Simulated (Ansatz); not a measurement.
**GeN₂H₅ radical: two torsions**

How does the energy of GeH5N2, SMILES [NH][GeH2][NH2], spin multiplicity 2 change over two coordinates at once? A grid of runs gives the map.

Method: UKS r2SCAN0-D4/def2-SVP; program: Ansatz 0.2.0.

### Step 1. Starting geometry

SMILES `[NH][GeH2][NH2]`, 8 atoms, charge 0, spin multiplicity 2.

Atoms are counted from 1 here; the program's logs count them from 0.

Bond lengths: N1–Ge2 1.875 Å, N1–H4 1.044 Å, Ge2–N3 1.847 Å, Ge2–H5 1.574 Å, Ge2–H6 1.556 Å, N3–H7 1.027 Å, N3–H8 1.026 Å. Angles: Ge2–N1–H4 106.8°, N1–Ge2–N3 104.2°, N1–Ge2–H5 106.1°, N1–Ge2–H6 114.4°, N3–Ge2–H5 116.7°, N3–Ge2–H6 106.8°, H5–Ge2–H6 108.8°, Ge2–N3–H7 112.3°, Ge2–N3–H8 113.5°, H7–N3–H8 108.1°.

Coordinates:

```xyz
8

N    -1.7276   -0.1384   -0.4893
Ge    0.0328    0.4303   -0.1812
N     0.7498   -0.8825    0.9022
H    -2.2306    0.6627   -0.9309
H     0.6876    0.6131   -1.6004
H     0.1487    1.7711    0.6002
H     0.7093   -1.8116    0.4667
H     1.7220   -0.7018    1.1768
```

This geometry comes from a loose relaxation at PBE in a small basis, which is not shown.

### Step 2. Geometry optimisation

Input file input.yaml:

```yaml
crystal:
  periodic: [false, false, false]
  atoms:
    - { symbol: "N", position_ang: [-1.727576, -0.138351, -0.489263] }
    - { symbol: Ge, position_ang: [0.03284, 0.430292, -0.181157] }
    - { symbol: "N", position_ang: [0.749796, -0.882524, 0.902217] }
    - { symbol: H, position_ang: [-2.230609, 0.662669, -0.930925] }
    - { symbol: H, position_ang: [0.687644, 0.6131, -1.600388] }
    - { symbol: H, position_ang: [0.148669, 1.771063, 0.600191] }
    - { symbol: H, position_ang: [0.709317, -1.811557, 0.466686] }
    - { symbol: H, position_ang: [1.722019, -0.701792, 1.176838] }
magnetization:
  spin_polarized: true
  initial_magnetization: 1
basis:
  gaussian: { orbitals: def2-SVP }
hamiltonian:
  xc: { name: r2SCAN0 }
  dispersion: d4
output:
  forces: true
relax:
  f_tol: 0.003
  max_steps: 120
```

The run is started by

```bash
$ ansatz run input.yaml --threads 1 --pin off --max-ram 2560MiB --backend cpu --events-out ev --progress --plain --runs-dir out
```

The program printed, shortened:

```text
Warning: RAYON_NUM_THREADS=1 ignored (pool sized by the plan → 1); use --threads N
[...]
Functional definition: r2SCAN0
[...]
931 factors; integrals over basis functions are off by at most 4.8e-4 eV
[...]
mean field -59565.80462129 eV, -2189.0029446797 hartree, gradient 5.2e-5 eV, S^2 0.755802; 2 other end points of the search recorded, 0 dependent functions left out
[...]
reference -59565.80462932 eV, -2189.0029449750 hartree; 26, 25 occupied and 59, 60 virtual orbitals, 931 factors
relax step   1: F+E_penalty+E_count = -59565.83864153 eV  Δ(F+E_penalty+E_count) = +0.000e0 eV  max|allowed force component| = 7.440e-1 eV/Å  Δτ_max = 0.0000 Å  (44 SCF iters, accepted)
[...]
relax step   3: F+E_penalty+E_count = -59565.88353022 eV  Δ(F+E_penalty+E_count) = -5.924e-3 eV  max|allowed force component| = 7.623e-2 eV/Å  Δτ_max = 0.0181 Å  (41 SCF iters, accepted)
[...]
relax step   5: F+E_penalty+E_count = -59565.88497511 eV  Δ(F+E_penalty+E_count) = -1.445e-3 eV  max|allowed force component| = 2.446e-2 eV/Å  Δτ_max = 0.0109 Å  (42 SCF iters, accepted)
[...]
relax step   7: F+E_penalty+E_count = -59565.88548764 eV  Δ(F+E_penalty+E_count) = -2.459e-5 eV  max|allowed force component| = 3.394e-3 eV/Å  Δτ_max = 0.0035 Å  (33 SCF iters, accepted)
[...]
relax step   9: F+E_penalty+E_count = -59565.88551446 eV  Δ(F+E_penalty+E_count) = -1.443e-5 eV  max|allowed force component| = 4.998e-3 eV/Å  Δτ_max = 0.0071 Å  (33 SCF iters, accepted)
[...]
relax step  10: F+E_penalty+E_count = -59565.88552284 eV  Δ(F+E_penalty+E_count) = -8.380e-6 eV  max|allowed force component| = 3.535e-3 eV/Å  Δτ_max = 0.0061 Å  (29 SCF iters, accepted)
[...]
relax step  11: F+E_penalty+E_count = -59565.88552577 eV  Δ(F+E_penalty+E_count) = -2.935e-6 eV  max|allowed force component| = 1.522e-3 eV/Å  Δτ_max = 0.0028 Å  (32 SCF iters, accepted)
931 factors; integrals over basis functions are off by at most 4.3e-4 eV
[...]
mean field -59565.85131250 eV, -2189.0046605503 hartree, gradient 2.1e-5 eV, S^2 0.755616; 3 other end points of the search recorded, 0 dependent functions left out
[...]
reference -59565.85132055 eV, -2189.0046608461 hartree; 26, 25 occupied and 59, 60 virtual orbitals, 931 factors
Total energy: -59565.88553382 eV, -2189.0059181605 hartree
Atom 0 at    -1.677839    -0.138561    -0.521534 Å, force     0.001108     0.001172     0.000267 eV/Å
Atom 1 at     0.049214     0.440216    -0.187904 Å, force    -0.000950    -0.001522     0.000152 eV/Å
Atom 2 at     0.762234    -0.857986     0.862477 Å, force     0.000935    -0.000118    -0.000099 eV/Å
Atom 3 at    -2.242438     0.637404    -0.882706 Å, force    -0.000098    -0.000406    -0.000106 eV/Å
Atom 4 at     0.699937     0.619994    -1.577239 Å, force    -0.000027     0.000350    -0.000215 eV/Å
Atom 5 at     0.128391     1.761219     0.587773 Å, force    -0.000099     0.000081    -0.000088 eV/Å
Atom 6 at     0.654259    -1.797207     0.500881 Å, force     0.000199     0.000946     0.000356 eV/Å
Atom 7 at     1.718342    -0.722180     1.162451 Å, force    -0.001069    -0.000504    -0.000267 eV/Å
Dipole moment:     0.273133     0.182004    -0.137129 e Å
```

It took 90 s on 1 thread of Arm Neoverse V2, shared host; peak memory 0.28 GiB.

Step by step: (the energy doesn't fall at every step)

```
step  energy from step 1 (eV)  largest force component (eV/Å)
   1                   0.0000                          0.7440
   2                  -0.0390                          0.2775
   3                  -0.0449                          0.0762
   4                  -0.0428                          0.2649
   5                  -0.0463                          0.0245
   6                  -0.0468                          0.0143
   7                  -0.0468                          0.0034
   8                  -0.0469                          0.0061
   9                  -0.0469                          0.0050
  10                  -0.0469                          0.0035
  11                  -0.0469                          0.0015
```

Distances of close pairs at the start and the end, largest changes first:

```
  bond  before (Å)  after (Å)  change (Å)
Ge2–N3       1.847      1.816      -0.031
Ge2–H5       1.574      1.545      -0.029
N1–Ge2       1.875      1.852      -0.024
Ge2–H6       1.556      1.534      -0.022
 N1–H4       1.044      1.025      -0.019
 N3–H8       1.026      1.011      -0.015
 N3–H7       1.027      1.012      -0.015
```

### Step 3. The grid

- dihedral H4–N1–Ge2–N3: 12 values from −180 to 150 °, periodic
- dihedral N1–Ge2–N3–H7: 12 values from −180 to 150 °, periodic

Nothing else is relaxed (all other coordinates rigid). Energies count from the relaxed molecule at the same level. Points are written as (first, second).

Below, 3 of the grid's runs; all are launched alike.

### Step 4. Point (−180°, −150°)

Input file input.yaml:

```yaml
crystal:
  periodic: [false, false, false]
  atoms:
    - { symbol: "N", position_ang: [-1.677839, -0.138561, -0.521534] }
    - { symbol: Ge, position_ang: [0.049214, 0.440216, -0.187904] }
    - { symbol: "N", position_ang: [0.903677, -1.03494, 0.437265] }
    - { symbol: H, position_ang: [-2.242438, 0.637404, -0.882706] }
    - { symbol: H, position_ang: [0.563403, 1.001361, -1.532054] }
    - { symbol: H, position_ang: [0.148531, 1.526678, 0.890396] }
    - { symbol: H, position_ang: [1.652586, -0.84136, 1.090112] }
    - { symbol: H, position_ang: [0.319429, -1.77302, 0.806673] }
magnetization:
  spin_polarized: true
  initial_magnetization: 1
basis:
  gaussian: { orbitals: def2-SVP }
hamiltonian:
  xc: { name: r2SCAN0 }
  dispersion: d4
output:
  forces: true
```

The run is started by

```bash
$ ansatz run input.yaml --threads 1 --pin off --max-ram 2560MiB --backend cpu --events-out ev --progress --plain --runs-dir out
```

The program printed, shortened:

```text
Warning: RAYON_NUM_THREADS=1 ignored (pool sized by the plan → 1); use --threads N
[...]
[... 1 set-up line as earlier in the session ...]
[...]
860 factors; integrals over basis functions are off by at most 1.4e-3 eV
[...]
mean field -59565.78993487 eV, -2189.0024049641 hartree, gradient 6.4e-5 eV, S^2 0.755677; 2 other end points of the search recorded, 0 dependent functions left out
[...]
reference -59565.78994290 eV, -2189.0024052591 hartree; 26, 25 occupied and 59, 60 virtual orbitals, 860 factors
Total energy: -59565.82420027 eV, -2189.0036641940 hartree
Atom 0 at    -1.677839    -0.138561    -0.521534 Å, force    -0.070475     0.024583     0.068482 eV/Å
Atom 1 at     0.049214     0.440216    -0.187904 Å, force    -0.104553    -0.100245     0.032299 eV/Å
Atom 2 at     0.903677    -1.034940     0.437265 Å, force     0.354737     0.021008    -0.110100 eV/Å
Atom 3 at    -2.242438     0.637404    -0.882706 Å, force    -0.008704     0.004263     0.028689 eV/Å
Atom 4 at     0.563403     1.001361    -1.532054 Å, force     0.149667    -0.183086     0.162020 eV/Å
Atom 5 at     0.148531     1.526678     0.890396 Å, force    -0.147986     0.252104    -0.031669 eV/Å
Atom 6 at     1.652586    -0.841360     1.090112 Å, force    -0.042871    -0.082775    -0.041202 eV/Å
Atom 7 at     0.319429    -1.773020     0.806673 Å, force    -0.129814     0.064148    -0.108518 eV/Å
Dipole moment:     0.054873     0.276366     0.186524 e Å
```

Run time: 9.2 s. Hardware: 1 thread of Arm Neoverse V2, shared host; peak memory 0.26 GiB.

Energy on the map's scale: 1.41 kcal/mol.

### Step 5. Point (90°, −180°)

Input file input.yaml:

```yaml
crystal:
  periodic: [false, false, false]
  atoms:
    - { symbol: "N", position_ang: [-1.677839, -0.138561, -0.521534] }
    - { symbol: Ge, position_ang: [0.049214, 0.440216, -0.187904] }
    - { symbol: "N", position_ang: [0.006323, 1.009514, 1.53578] }
    - { symbol: H, position_ang: [-2.242438, 0.637404, -0.882706] }
    - { symbol: H, position_ang: [0.955415, -0.77704, -0.476178] }
    - { symbol: H, position_ang: [0.492228, 1.623816, -1.057285] }
    - { symbol: H, position_ang: [0.888372, 1.364633, 1.882803] }
    - { symbol: H, position_ang: [-0.73391, 1.653436, 1.780705] }
magnetization:
  spin_polarized: true
  initial_magnetization: 1
basis:
  gaussian: { orbitals: def2-SVP }
hamiltonian:
  xc: { name: r2SCAN0 }
  dispersion: d4
output:
  forces: true
```

The run is started by

```bash
$ ansatz run input.yaml --threads 1 --pin off --max-ram 2560MiB --backend cpu --events-out ev --progress --plain --runs-dir out
```

The program printed, shortened:

```text
Warning: RAYON_NUM_THREADS=1 ignored (pool sized by the plan → 1); use --threads N
[...]
[... 1 set-up line as earlier in the session ...]
[...]
857 factors; integrals over basis functions are off by at most 1.2e-3 eV
[...]
mean field -59565.67631033 eV, -2188.9982293392 hartree, gradient 6.4e-5 eV, S^2 0.755113; 2 other end points of the search recorded, 0 dependent functions left out
[...]
reference -59565.67631833 eV, -2188.9982296330 hartree; 26, 25 occupied and 59, 60 virtual orbitals, 857 factors
Total energy: -59565.71067468 eV, -2188.9994922057 hartree
Atom 0 at    -1.677839    -0.138561    -0.521534 Å, force    -0.206929     0.000180    -0.091490 eV/Å
Atom 1 at     0.049214     0.440216    -0.187904 Å, force     0.113414     0.041716    -0.214151 eV/Å
Atom 2 at     0.006323     1.009514     1.535780 Å, force     0.269948    -0.342030     0.391986 eV/Å
Atom 3 at    -2.242438     0.637404    -0.882706 Å, force    -0.032492    -0.003137    -0.009055 eV/Å
Atom 4 at     0.955415    -0.777040    -0.476178 Å, force    -0.081384     0.276219     0.356929 eV/Å
Atom 5 at     0.492228     1.623816    -1.057285 Å, force     0.004215     0.027914    -0.389164 eV/Å
Atom 6 at     0.888372     1.364633     1.882803 Å, force    -0.067597     0.015231     0.055530 eV/Å
Atom 7 at    -0.733910     1.653436     1.780705 Å, force     0.000825    -0.016092    -0.100586 eV/Å
Dipole moment:     0.126289     0.521687    -0.011155 e Å
```

Run time: 9.7 s. Hardware: 1 thread of Arm Neoverse V2, shared host; peak memory 0.26 GiB.

On the map this point reads 4.03 kcal/mol.

### Step 6. The run at (150°, 60°)

Input file input.yaml:

```yaml
crystal:
  periodic: [false, false, false]
  atoms:
    - { symbol: "N", position_ang: [-1.677839, -0.138561, -0.521534] }
    - { symbol: Ge, position_ang: [0.049214, 0.440216, -0.187904] }
    - { symbol: "N", position_ang: [0.614652, -0.603966, 1.185774] }
    - { symbol: H, position_ang: [-2.242438, 0.637404, -0.882706] }
    - { symbol: H, position_ang: [0.806704, 0.270331, -1.52333] }
    - { symbol: H, position_ang: [0.142865, 1.901248, 0.269926] }
    - { symbol: H, position_ang: [0.618665, -1.596059, 0.985073] }
    - { symbol: H, position_ang: [1.491554, -0.345948, 1.618255] }
magnetization:
  spin_polarized: true
  initial_magnetization: 1
basis:
  gaussian: { orbitals: def2-SVP }
hamiltonian:
  xc: { name: r2SCAN0 }
  dispersion: d4
output:
  forces: true
```

The run is started by

```bash
$ ansatz run input.yaml --threads 1 --pin off --max-ram 2560MiB --backend cpu --events-out ev --progress --plain --runs-dir out
```

The program printed, shortened:

```text
Warning: RAYON_NUM_THREADS=1 ignored (pool sized by the plan → 1); use --threads N
[...]
[... 1 set-up line as earlier in the session ...]
[...]
860 factors; integrals over basis functions are off by at most 1.4e-3 eV
[...]
mean field -59565.84423487 eV, -2189.0044004521 hartree, gradient 6.9e-5 eV, S^2 0.755518; 2 other end points of the search recorded, 0 dependent functions left out
[...]
reference -59565.84424294 eV, -2189.0044007488 hartree; 26, 25 occupied and 59, 60 virtual orbitals, 860 factors
Total energy: -59565.87845934 eV, -2189.0056581780 hartree
Atom 0 at    -1.677839    -0.138561    -0.521534 Å, force    -0.024401     0.002723    -0.008450 eV/Å
Atom 1 at     0.049214     0.440216    -0.187904 Å, force     0.014940     0.044573    -0.012960 eV/Å
Atom 2 at     0.614652    -0.603966     1.185774 Å, force     0.015878    -0.013810    -0.012249 eV/Å
Atom 3 at    -2.242438     0.637404    -0.882706 Å, force    -0.009991    -0.027087    -0.036558 eV/Å
Atom 4 at     0.806704     0.270331    -1.523330 Å, force    -0.030505    -0.007714     0.019438 eV/Å
Atom 5 at     0.142865     1.901248     0.269926 Å, force     0.031491     0.000056     0.038801 eV/Å
Atom 6 at     0.618665    -1.596059     0.985073 Å, force    -0.002789    -0.003064     0.032766 eV/Å
Atom 7 at     1.491554    -0.345948     1.618255 Å, force     0.005376     0.004323    -0.020788 eV/Å
Dipole moment:     0.296855     0.177666    -0.081601 e Å
```

Wall time 9.5 s (1 thread of Arm Neoverse V2, shared host); peak memory 0.25 GiB.

That is 0.16 kcal/mol from the zero.

### Step 7. Energy over the grid

144 points were computed. Energies in kcal/mol, from the relaxed molecule at the same level:

```tsv
dihedral N1–Ge2–N3–H7 (°) ↓, dihedral H4–N1–Ge2–N3 (°) →	−180	−150	−120	−90	−60	−30	0	30	60	90	120	150
150	2.69	3.51	4.33	4.06	3.35	3.03	3.01	2.99	3.17	3.64	3.61	2.92
120	2.22	3.20	4.04	3.55	2.61	2.24	2.26	2.16	2.20	2.61	2.72	2.26
90	1.08	2.30	3.37	2.87	1.77	1.29	1.29	1.32	1.32	1.48	1.42	0.99
60	0.25	1.60	3.00	2.79	1.82	1.33	1.17	1.10	1.12	1.12	0.76	0.16
30	0.39	1.67	3.22	3.51	2.99	2.75	2.53	2.05	1.85	1.77	1.22	0.41
0	1.13	2.14	3.41	3.92	4.01	4.24	4.14	3.32	2.67	2.52	2.08	1.27
−30	1.55	2.32	3.12	3.34	3.63	4.34	4.51	3.55	2.53	2.29	2.14	1.64
−60	1.23	2.00	2.62	2.51	2.58	3.43	3.97	3.09	1.85	1.43	1.40	1.17
−90	0.75	1.69	2.53	2.34	2.15	2.88	3.66	3.16	1.91	1.22	0.96	0.65
−120	0.76	1.80	2.97	2.95	2.57	3.07	3.88	3.81	2.98	2.20	1.52	0.83
−150	1.41	2.36	3.59	3.68	3.17	3.31	3.94	4.12	3.89	3.52	2.72	1.71
−180	2.27	3.10	4.11	4.09	3.49	3.29	3.53	3.71	3.85	4.03	3.60	2.63
```

On the same grid, largest force on an atom (eV/Å):

```csv
"dihedral N1–Ge2–N3–H7 (°) ↓, dihedral H4–N1–Ge2–N3 (°) →",−180,−150,−120,−90,−60,−30,0,30,60,90,120,150
150,0.67,0.64,0.63,0.67,0.75,0.85,0.89,0.80,0.67,0.61,0.64,0.68
120,0.51,0.49,0.51,0.54,0.55,0.65,0.71,0.64,0.54,0.48,0.49,0.51
90,0.26,0.25,0.48,0.50,0.46,0.53,0.63,0.53,0.33,0.37,0.24,0.25
60,0.07,0.21,0.46,0.46,0.40,0.42,0.47,0.42,0.35,0.39,0.25,0.05
30,0.11,0.24,0.47,0.48,0.44,0.44,0.42,0.34,0.37,0.40,0.26,0.10
0,0.29,0.34,0.49,0.53,0.56,0.63,0.64,0.52,0.40,0.42,0.28,0.30
−30,0.54,0.49,0.54,0.55,0.63,0.81,0.84,0.69,0.52,0.46,0.47,0.53
−60,0.60,0.56,0.55,0.57,0.63,0.84,0.96,0.67,0.51,0.50,0.48,0.56
−90,0.47,0.46,0.53,0.56,0.56,0.71,0.90,0.71,0.45,0.49,0.38,0.42
−120,0.37,0.36,0.47,0.50,0.47,0.58,0.68,0.61,0.44,0.45,0.31,0.32
−150,0.37,0.37,0.46,0.48,0.53,0.62,0.67,0.61,0.49,0.41,0.37,0.36
−180,0.60,0.58,0.58,0.65,0.74,0.83,0.84,0.75,0.63,0.59,0.60,0.61
```

Energy (kcal/mol) at eleven even steps along the easiest path on the interpolated surface, from (150°, 60°): 0.00, 0.16, 0.50, 0.92, 1.28, 1.47, 1.44, 1.23, 0.94, 0.66, 0.54.

### Step 8. What came out

| quantity | value |
| --- | --- |
| lowest point | (150°, 60°), 0.16 kcal/mol |
| highest computed point | (0°, −30°), 4.35 kcal/mol above the lowest |
| largest force on an atom (eV/Å) | 0.05 at (150°, 60°) to 0.96 at (0°, −60°); 0.05 at the lowest point |
| time for the whole task | 26 min on 1 thread, shared host |

What this shows: The lowest computed point is at (150°, 60°), 0.16 kcal/mol from the relaxed molecule at the same level. Higher local minima lie near (150°, −90°) (0.49 kcal/mol above the lowest at that grid point); (−60°, −90°) (1.98 kcal/mol above the lowest at that grid point). The highest computed point, (0°, −30°), lies 4.35 kcal/mol above the lowest. On the interpolated surface the easiest way out of the lowest well to the well at (150°, −90°) passes a barrier of about 1.5 kcal/mol. Round the minimum the two coordinates are nearly uncoupled.
